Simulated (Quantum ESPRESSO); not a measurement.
# Si3MoN (Pm-3m) in Quantum ESPRESSO: relaxation of cell and atoms with B86bPBE

Aim: the relaxation of cell and atoms of Si3MoN with B86bPBE.

Program: Quantum ESPRESSO 7.5. These are calculated values, not measurements. Logs are shortened: lines on timing, memory, paths and dates and some standing lists are left out, and cuts for length are marked.

## (1) The structure

The structure is cubic, space group Pm-3m (No. 221). Conventional cell: a = 4.566 Å, b = 4.566 Å, c = 4.566 Å, α = 90.00°, β = 90.00°, γ = 90.00°. Around Si (site symmetry 4/mmm) lie 2 Mo at 2.28 Å. Mo (site symmetry m-3m) has 6 Si at 2.28 Å as nearest neighbours. N (site symmetry m-3m) has 12 Si at 3.23 Å as nearest neighbours.

The cell was built by a generator and needn't be a form met in nature.

## (2) Relaxation of cell and atoms, B86bPBE

Input file run.py:

```python
import numpy as np
from ase.calculators.espresso import Espresso, EspressoProfile
from ase.io import read

atoms = read('POSCAR')

input_data = {
    'control': {'calculation': 'scf', 'prefix': 'pwscf', 'outdir': './tmp', 'tprnfor': True, 'tstress': True, 'disk_io': 'low'},
    'system': {'ecutwfc': 45.0, 'ecutrho': 360.0, 'nbnd': 23, 'input_dft': 'b86bpbe', 'occupations': 'smearing', 'smearing': 'mv', 'degauss': 0.00999582},
    'electrons': {'conv_thr': 1e-06, 'electron_maxstep': 120, 'mixing_beta': 0.5, 'mixing_mode': 'TF'},
}
pseudopotentials = {'Mo': 'mo_pbe_v1.uspp.F.UPF', 'N': 'n_pbe_v1.2.uspp.F.UPF', 'Si': 'si_pbe_v1.uspp.F.UPF'}
profile = EspressoProfile(command='pw.x', pseudo_dir='pseudo')
dft = Espresso(profile=profile, input_data=input_data, pseudopotentials=pseudopotentials, kpts=(6, 6, 6), koffset=(0, 0, 0))
atoms.calc = dft

from ase.optimize import LBFGS
from ase.filters import FrechetCellFilter
done = LBFGS(FrechetCellFilter(atoms), trajectory='opt.traj').run(fmax=0.02, steps=30)
print('converged', done)
print('cell (A)', np.round(atoms.cell.cellpar(), 5))
print(f'energy {atoms.get_potential_energy():.8f} eV')
print('forces (eV/A)')
print(np.round(atoms.get_forces(), 6))
print('stress (eV/A^3, Voigt)')
print(np.round(atoms.get_stress(), 8))
print(f'Fermi level {dft.get_fermi_level():.4f} eV')
```

Input file POSCAR:

```
Si3MoN
1.0
    4.5663750100      0.0000000000      0.0000000000
    0.0000000000      4.5663750100      0.0000000000
    0.0000000000      0.0000000000      4.5663750100
Si Mo N
3 1 1
Direct
    0.0000000000      0.5000000000      0.5000000000
    0.5000000000      0.0000000000      0.5000000000
    0.5000000000      0.5000000000      0.0000000000
    0.5000000000      0.5000000000      0.5000000000
    0.0000000000      0.0000000000      0.0000000000
```

Potentials or basis: GBRV 1.5 PBE.

Started as:

```
OMP_NUM_THREADS=1 python run.py
```

What it wrote:

```text
Step          Energy          fmax
LBFGS:    0    -2555.010754        0.791452
LBFGS:    1    -2555.036520        0.715509
LBFGS:    2    -2555.157164        0.036124
LBFGS:    3    -2555.157666        0.002391
converged True
cell (A) [ 4.68057  4.68057  4.68057 90.      90.      90.     ]
energy -2555.15766582 eV
forces (eV/A)
[[0. 0. 0.]
 [0. 0. 0.]
 [0. 0. 0.]
 [0. 0. 0.]
 [0. 0. 0.]]
stress (eV/A^3, Voigt)
[-0.00011661 -0.00011661 -0.00011661 -0.         -0.         -0.        ]
Fermi level 5.9613 eV
```

espresso.pwi:

```text
&CONTROL
   calculation      = 'scf'
   tstress          = .true.
   tprnfor          = .true.
   outdir           = './tmp'
   prefix           = 'pwscf'
   disk_io          = 'low'
   pseudo_dir       = 'pseudo'
/
&SYSTEM
   nbnd             = 23
   ecutwfc          = 45.0
   ecutrho          = 360.0
   occupations      = 'smearing'
   degauss          = 0.00999582
   smearing         = 'mv'
   input_dft        = 'b86bpbe'
   ntyp             = 3
   nat              = 5
   ibrav            = 0
/
&ELECTRONS
   electron_maxstep = 120
   conv_thr         = 1e-06
   mixing_mode      = 'TF'
   mixing_beta      = 0.5
/
&IONS
/
&CELL
/
&FCP
/
&RISM
/
ATOMIC_SPECIES
Si 28.085 si_pbe_v1.uspp.F.UPF
Mo 95.95 mo_pbe_v1.uspp.F.UPF
N 14.007 n_pbe_v1.2.uspp.F.UPF

K_POINTS automatic
6 6 6  0 0 0

CELL_PARAMETERS angstrom
4.68056607691278 0.00000000000000 0.00000000000000
0.00000000000000 4.68056607691278 0.00000000000000
0.00000000000000 0.00000000000000 4.68056607691278

ATOMIC_POSITIONS angstrom
Si 0.0000000000 2.3402830385 2.3402830385  
Si 2.3402830385 0.0000000000 2.3402830385  
Si 2.3402830385 2.3402830385 0.0000000000  
Mo 2.3402830385 2.3402830385 2.3402830385  
N 0.0000000000 0.0000000000 0.0000000000
```

espresso.pwo:

```text
This program is part of the open-source Quantum ESPRESSO suite
     for quantum simulation of materials; please cite
         "P. Giannozzi et al., J. Phys.:Condens. Matter 21 395502 (2009);
         "P. Giannozzi et al., J. Phys.:Condens. Matter 29 465901 (2017);
         "P. Giannozzi et al., J. Chem. Phys. 152 154105 (2020);
     in publications or presentations arising from this work. More details at

Warning: card &CELL ignored
Warning: card &FCP ignored
Warning: card &RISM ignored

     IMPORTANT: XC functional enforced from input :
     Exchange-correlation= B86BPBE
                           (   1   4  22   4   0   0   0)
     Any further DFT definition will be discarded
     Please, verify this is what you really want

     Message from routine setup:
     using ibrav=0 with symmetry is DISCOURAGED, use correct ibrav instead

     G-vector sticks info
     --------------------
     sticks:   dense  smooth     PW     G-vecs:    dense   smooth      PW
     Sum        2241    1117    341                79885    28257    4625

     Using Slab Decomposition

     bravais-lattice index     =            0
     lattice parameter (alat)  =       8.8450  a.u.
     unit-cell volume          =     691.9771 (a.u.)^3
     number of atoms/cell      =            5
     number of atomic types    =            3
     number of electrons       =        31.00
     number of Kohn-Sham states=           23
     kinetic-energy cutoff     =      45.0000  Ry
     charge density cutoff     =     360.0000  Ry
     scf convergence threshold =      1.0E-06
     mixing beta               =       0.5000
     number of iterations used =            8  TF        mixing
     Exchange-correlation= B86BPBE
                           (   1   4  22   4   0   0   0)

     celldm(1)=   8.844988  celldm(2)=   0.000000  celldm(3)=   0.000000
     celldm(4)=   0.000000  celldm(5)=   0.000000  celldm(6)=   0.000000

     crystal axes: (cart. coord. in units of alat)
               a(1) = (   1.000000   0.000000   0.000000 )
               a(2) = (   0.000000   1.000000   0.000000 )
               a(3) = (   0.000000   0.000000   1.000000 )

     reciprocal axes: (cart. coord. in units 2 pi/alat)
               b(1) = (  1.000000  0.000000  0.000000 )
               b(2) = (  0.000000  1.000000  0.000000 )
               b(3) = (  0.000000  0.000000  1.000000 )

     PseudoPot. # 1 for Si read from file:
     si_pbe_v1.uspp.F.UPF
     Pseudo is Ultrasoft + core correction, Zval =  4.0
     Generated by new atomic code, or converted to UPF format
     Using radial grid of  899 points,  6 beta functions with:
                l(1) =   0
                l(2) =   0
                l(3) =   1
                l(4) =   1
                l(5) =   2
                l(6) =   2
     Q(r) pseudized with  8 coefficients,  rinner =    0.900   0.900   0.900
                                                       0.900   0.900

     PseudoPot. # 2 for Mo read from file:
     mo_pbe_v1.uspp.F.UPF
     Pseudo is Ultrasoft + core correction, Zval = 14.0
     Generated by new atomic code, or converted to UPF format
     Using radial grid of  889 points,  6 beta functions with:
                l(1) =   0
                l(2) =   0
                l(3) =   1
                l(4) =   1
                l(5) =   2
                l(6) =   2
     Q(r) pseudized with  6 coefficients,  rinner =    1.000   1.000   1.000
                                                       1.000   1.000

     PseudoPot. # 3 for N  read from file:
     n_pbe_v1.2.uspp.F.UPF
     Pseudo is Ultrasoft + core correction, Zval =  5.0
     Generated by new atomic code, or converted to UPF format
     Using radial grid of  729 points,  4 beta functions with:
                l(1) =   0
                l(2) =   0
                l(3) =   1
                l(4) =   1
     Q(r) pseudized with  8 coefficients,  rinner =    0.900   0.900   0.900

     atomic species   valence    mass     pseudopotential
     Si                4.00    28.08500     Si( 1.00)
     Mo               14.00    95.95000     Mo( 1.00)
     N                 5.00    14.00700     N ( 1.00)

     48 Sym. Ops., with inversion, found

   Cartesian axes

     site n.     atom                  positions (alat units)
         1        Si     tau(   1) = (   0.0000000   0.5000000   0.5000000  )
         2        Si     tau(   2) = (   0.5000000   0.0000000   0.5000000  )
         3        Si     tau(   3) = (   0.5000000   0.5000000   0.0000000  )
         4        Mo     tau(   4) = (   0.5000000   0.5000000   0.5000000  )
         5        N      tau(   5) = (   0.0000000   0.0000000   0.0000000  )

     number of k points=    20  Marzari-Vanderbilt smearing, width (Ry)=  0.0100
                       cart. coord. in units 2pi/alat
        k(    1) = (   0.0000000   0.0000000   0.0000000), wk =   0.0092593
        k(    2) = (   0.0000000   0.0000000   0.1666667), wk =   0.0555556
        k(    3) = (   0.0000000   0.0000000   0.3333333), wk =   0.0555556
        k(    4) = (   0.0000000   0.0000000  -0.5000000), wk =   0.0277778
        k(    5) = (   0.0000000   0.1666667   0.1666667), wk =   0.1111111
        k(    6) = (   0.0000000   0.1666667   0.3333333), wk =   0.2222222
[... 12 lines left out ...]
        k(   19) = (   0.3333333  -0.5000000  -0.5000000), wk =   0.0555556
        k(   20) = (  -0.5000000  -0.5000000  -0.5000000), wk =   0.0092593

     Dense  grid:    79885 G-vectors     FFT dimensions: (  54,  54,  54)

     Smooth grid:    28257 G-vectors     FFT dimensions: (  40,  40,  40)

     Initial potential from superposition of free atoms

     starting charge      30.9969, renormalised to      31.0000
     Starting wfcs are   29 randomized atomic wfcs

     Self-consistent Calculation

     iteration #  1     ecut=    45.00 Ry     beta= 0.50
     Davidson diagonalization with overlap
     ethr =  1.00E-02,  avg # of iterations =  2.0

     total energy              =    -187.63523398 Ry
     estimated scf accuracy    <       1.39195785 Ry

     iteration #  2     ecut=    45.00 Ry     beta= 0.50
     Davidson diagonalization with overlap
     ethr =  4.49E-03,  avg # of iterations =  1.8
[... 57 lines left out ...]
     total energy              =    -187.80064072 Ry
     estimated scf accuracy    <       0.00000140 Ry

     iteration # 11     ecut=    45.00 Ry     beta= 0.50
     Davidson diagonalization with overlap
     ethr =  4.52E-09,  avg # of iterations =  2.5

     End of self-consistent calculation

          k = 0.0000 0.0000 0.0000 (  3575 PWs)   bands (ev):

   -53.6490 -27.9169 -27.9169 -27.9169  -5.8970  -2.7270  -0.3769  -0.3769
     3.8228   3.8228   3.8228   5.3815   5.3815   5.3815   6.5213   6.5213
     6.5213   8.3554   8.3554   8.3554   8.8993   8.8993  10.6018

          k = 0.0000 0.0000 0.1667 (  3551 PWs)   bands (ev):

   -53.6489 -27.9194 -27.9168 -27.9168  -5.8588  -2.6549  -0.3987  -0.3485
     3.7363   3.8219   3.8219   5.2862   5.2862   5.3961   6.0545   6.4216
     6.4216   7.8482   8.6548   8.6830   8.6830   9.1251  10.5954
[... 37 lines left out ...]
          k = 0.0000 0.3333-0.5000 (  3522 PWs)   bands (ev):

   -53.6483 -27.9266 -27.9241 -27.9166  -5.6917  -1.7967  -0.3957  -0.2905
     2.9537   3.0376   3.5026   4.0641   4.3467   5.4251   5.5776   5.6023
     6.3556   8.0158   8.2818   9.1175  10.1767  10.4150  10.4684

          k = 0.0000-0.5000-0.5000 (  3532 PWs)   bands (ev):

   -53.6483 -27.9266 -27.9266 -27.9165  -5.6752  -1.4461  -0.4144  -0.4144
     2.7368   2.8647   3.3261   4.2011   4.2011   5.3017   5.3017   5.4283
     6.4946   8.2732   8.2732   9.4440  10.4106  10.4106  10.4400

          k = 0.1667 0.1667 0.1667 (  3536 PWs)   bands (ev):

   -53.6487 -27.9192 -27.9192 -27.9192  -5.7972  -2.4458  -0.3570  -0.3570
     3.6421   3.6421   3.7020   4.8832   4.8832   5.3335   5.8586   6.1407
     6.1407   8.4359   8.4359   8.8056   9.1414   9.1414   9.5478
[... 19 lines left out ...]
          k = 0.1667 0.3333-0.5000 (  3520 PWs)   bands (ev):

   -53.6483 -27.9265 -27.9241 -27.9190  -5.6793  -1.5788  -0.3334  -0.2136
     2.8474   2.9036   3.3482   3.5892   3.9956   5.3267   5.5191   5.9195
     5.9506   8.4872   8.7185   9.2423   9.8639  10.3690  10.6507

          k = 0.1667-0.5000-0.5000 (  3496 PWs)   bands (ev):

   -53.6482 -27.9265 -27.9265 -27.9190  -5.6641  -1.1980  -0.3254  -0.3254
     2.6881   2.7127   3.3345   3.4987   3.4987   5.3551   5.6396   5.7901
     5.7901   8.6996   8.6996   9.5627  10.4223  10.4223  11.0791

          k = 0.3333 0.3333 0.3333 (  3536 PWs)   bands (ev):

   -53.6482 -27.9240 -27.9240 -27.9240  -5.6695  -1.3401  -0.1752  -0.1752
     2.7846   2.8118   2.8118   3.8550   3.8550   3.9070   5.7653   6.0877
     6.0877   9.4615   9.5141   9.5141   9.8916   9.8916  10.0537

          k = 0.3333 0.3333-0.5000 (  3534 PWs)   bands (ev):

   -53.6481 -27.9265 -27.9240 -27.9240  -5.6544  -1.0088  -0.1915  -0.0727
     2.5308   2.5743   2.9178   3.0640   3.8352   3.8523   5.8269   6.0942
     6.1273   9.5294   9.5446   9.7106   9.8888  10.4614  10.7240

          k = 0.3333-0.5000-0.5000 (  3504 PWs)   bands (ev):

   -53.6480 -27.9264 -27.9264 -27.9239  -5.6417  -0.5285  -0.1086  -0.1086
     2.3927   2.4959   2.6364   2.6364   3.3514   3.8267   6.0055   6.1098
     6.1098   9.7293   9.7293   9.8676  10.6011  10.6011  11.1300

          k =-0.5000-0.5000-0.5000 (  3544 PWs)   bands (ev):

   -53.6479 -27.9264 -27.9264 -27.9264  -5.6303   0.0317   0.0317   0.0317
     2.0115   2.2641   2.2641   2.2641   3.3599   3.3599   6.1698   6.1698
     6.1698  10.0878  10.0878  10.0878  11.1562  11.1562  11.1562

     the Fermi energy is     5.9613 ev

!    total energy              =    -187.80064097 Ry
     estimated scf accuracy    <       0.00000003 Ry
     smearing contrib. (-TS)   =      -0.00080717 Ry
     internal energy E=F+TS    =    -187.79983380 Ry

     The total energy is F=E-TS. E is the sum of the following terms:
     one-electron contribution =     -88.15141331 Ry
     hartree contribution      =      54.29529640 Ry
     xc contribution           =     -37.09087733 Ry
     ewald contribution        =    -116.85283958 Ry

     convergence has been achieved in  11 iterations

     Forces acting on atoms (cartesian axes, Ry/au):

     atom    1 type  1   force =     0.00000000    0.00000000    0.00000000
     atom    2 type  1   force =     0.00000000    0.00000000    0.00000000
     atom    3 type  1   force =     0.00000000    0.00000000    0.00000000
     atom    4 type  2   force =     0.00000000    0.00000000    0.00000000
     atom    5 type  3   force =     0.00000000    0.00000000    0.00000000

     Total force =     0.000000     Total SCF correction =     0.000000

     Computing stress (Cartesian axis) and pressure

          total   stress  (Ry/bohr**3)                   (kbar)     P=        0.19
   0.00000127   0.00000000   0.00000000            0.19        0.00        0.00
   0.00000000   0.00000127   0.00000000            0.00        0.19        0.00
   0.00000000   0.00000000   0.00000127            0.00        0.00        0.19

=------------------------------------------------------------------------------=
   JOB DONE.
=------------------------------------------------------------------------------=
```

Wall time 2.5 min (1 thread of Intel Xeon Platinum 8488C (Sapphire Rapids), shared host); peak memory 0.34 GiB.

Results:

```
Free energy                            : -2555.1579 eV
Relaxed volume                         : 20.51 Å³/atom
Relaxed cell                           : a = 4.681 Å, b = 4.681 Å, c = 4.681 Å, α = 90.00°, β = 90.00°, γ = 90.00°
Space group after relaxing (to 0.05 Å) : Pm-3m (No. 221)
Energy gained by relaxing              : 29.4 meV/atom
Ionic steps                            : 4
Pressure after relaxing                : 0.0 GPa
Band gap on the k mesh                 : none (metal or under the smearing width)
```

The path:
| step | energy change (eV) | largest force (eV/Å) | pressure (GPa) | volume (Å³) |
| --- | --- | --- | --- | --- |
| 1 | 0.0000 | 0.0000 | 6.66 | 95.22 |
| 2 | -0.0258 | 0.0000 | 5.98 | 95.87 |
| 3 | -0.1464 | 0.0000 | 0.28 | 102.19 |
| 4 | -0.1469 | 0.0000 | 0.02 | 102.54 |

Final structure:
```
Si Mo N
1.0
     4.68057    0.00000    0.00000
     0.00000    4.68057    0.00000
     0.00000    0.00000    4.68057
Si Mo N
3 1 1
Direct
  0.00000 0.50000 0.50000
  0.50000 0.00000 0.50000
  0.50000 0.50000 0.00000
  0.50000 0.50000 0.50000
  0.00000 0.00000 0.00000
```

Caveat: the potentials were made for another functional, which shifts forces and pressure.

## (3) The reference run

An earlier run on the cell as given: functional PBE; potentials or basis SSSP 1.3 efficiency PBE; cutoff 816 eV; density cutoff 6531 eV; k mesh 6 × 6 × 6; occupations fermi-dirac, width 0.05 eV; no spin polarisation.

- Pressure: 6.0 GPa
- Band gap on the k mesh: none (metal or under the smearing width)
